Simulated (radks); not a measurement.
**Exchange and kinetic functionals tested on atomic densities: Ga³⁺, Re⁴⁷⁺, Fe³⁺, H, S⁴⁺, Mo**

An exercise on one series of results from a longer session: the logs are not shown, and one member is left open.

The numbers are computed with radks (a radial shooting solver on a logarithmic mesh, Libxc functionals) version 1 (non-relativistic Kohn-Sham, PBE, spin-polarised, spherical densities, point nucleus; open shells are filled with parallel spins first), except any that are marked as measured or tabulated.

## Starting point

| Quantity | Value |
| --- | --- |
| species | Ga³⁺ ([Ar] 3d10), Re⁴⁷⁺ ([Ar] 3d10), Fe³⁺ ([Ar] 3d5), H (1s1), S⁴⁺ ([Ne] 3s2), Mo ([Kr] 4d5 5s1) |

The first run:

Settings of this run:

```text
Z 31
configuration [Ar] 3d10
relativity non-relativistic
functional pbe,pbe
spin polarised
nucleus point
```

Steps of the session up to this table: Ga³⁺, [Ar] 3d10.

One of the session's tables, all rows but one given; the rest of the session is left out.

It belongs to the step «Ga³⁺, [Ar] 3d10». Sizes of the orbitals, from the radial functions (bohr):

```
level     <r>  outermost maximum (interpolated)  90 % within  nodes
   1s       ?                                 ?            ?      ?
   2s  0.2215                             0.186        0.342      1
   2p  0.1922                             0.148        0.314      0
   3s  0.6626                             0.574        0.992      2
   3p  0.6833                             0.571         1.05      1
   3d  0.7839                             0.532         1.34      0
```

**Question.** Estimate the row for 1s.

**Answer.** <r>: 0.04943; outermost maximum (interpolated): 0.0326; 90 % within: 0.0880; nodes: 0. In the column «<r>» it is the lowest.
